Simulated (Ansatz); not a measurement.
# SnO2 (Cassiterite): the cost of one run

Computed with Ansatz 0.2.0 through its Python package. Level of theory: DFT PBE, plane waves, PAW.

## 1. Starting point

The structure is tetragonal, space group P4_2/mnm (No. 136). Conventional cell: a = 4.738 Å, b = 4.738 Å, c = 3.187 Å, α = 90.00°, β = 90.00°, γ = 90.00°. Sn (site symmetry mmm) has 6 O at 2.05 to 2.06 Å as nearest neighbours. O (site symmetry m2m) is surrounded by 3 Sn at 2.05 to 2.06 Å.

No structure file is read: the coordinates are typed or built in the script.

## 2. The script

Input file sno2.py:

```python
from dataclasses import dataclass
import logging
import sys

import ansatz as az

logging.basicConfig(stream=sys.stdout, format="%(name)s: %(message)s")
log = logging.getLogger("calc")
log.setLevel(logging.INFO)


@dataclass
class Options:
    scf_tol: float = 1e-09


settings = Options()


def main() -> None:
    sno2 = (
        az.Lattice.of((4.738, 0.0, 0.0), (0.0, 4.738, 0.0), (0.0, 0.0, 3.1865))
        .atom("Sn", (0.0, 0.0, 0.0))
        .atom("Sn", (0.5, 0.5, 0.5))
        .atom("O", (0.3071, 0.3071, 0.0))
        .atom("O", (0.1929, 0.8071, 0.5))
        .atom("O", (0.6929, 0.6929, 0.0))
        .atom("O", (0.8071, 0.1929, 0.5))
    )

    setup = (
        sno2.calculation()
        .functional(az.Functional.PBE)
        .basis(17 * az.Ha)
        .occupations(az.OccupationsMethod.FIXED)
        .scf(tolerance=settings.scf_tol)
    )

    rows = []
    for value in [(2, 2, 2), (2, 2, 4), (4, 4, 4), (4, 4, 6), (6, 6, 8), (6, 6, 10)]:
        summary = setup.kpoints(*value).run(threads=1).report
        rows.append((value, summary["free_energy_ev"] / len(summary["lattice"]["sites"]), summary["n_iterations"], summary["n_kpoints"]))

    log.info("        mesh   F/atom (eV)    iterations      k-points")
    for row in rows:
        log.info(f"{str(row[0]):>12s}  {row[1]:12.5f}  {row[2]:12d}  {row[3]:12d}")

    for row in rows[:-1]:
        shift = 1000 * (row[1] - rows[-1][1])
        log.info(f"{row[0]}: {shift:+.2f} meV/atom" + ("  (within 2 meV)" if abs(shift) < 2 else ""))


if __name__ == "__main__":
    main()
```

## 3. What the engine is handed

The package turns the script's settings into the engine's input (first run):

```yaml
crystal:
  lattice:
    - [4.738, 0.0, 0.0]
    - [0.0, 4.738, 0.0]
    - [0.0, 0.0, 3.1865]
  atoms:
    - { symbol: Sn, position: [0.0, 0.0, 0.0] }
    - { symbol: Sn, position: [0.5, 0.5, 0.5] }
    - { symbol: O, position: [0.3071, 0.3071, 0.0] }
    - { symbol: O, position: [0.1929, 0.8071, 0.5] }
    - { symbol: O, position: [0.6929, 0.6929, 0.0] }
    - { symbol: O, position: [0.8071, 0.1929, 0.5] }
basis:
  ecutwfc: 462.593566181796
kpoints:
  mp_grid:
    grid: [2, 2, 2]
hamiltonian:
  xc: pbe
scf:
  convergence:
    dr2_threshold: 1.0e-09
  occupations:
    method: fixed
```

## 4. Running it

Command:

```bash
> python sno2.py
```

**Question.** How long does this script take on 1 thread of Arm Neoverse V1, shared host, and how much memory does it need?

About 25 s, with a peak of 0.44 GiB.
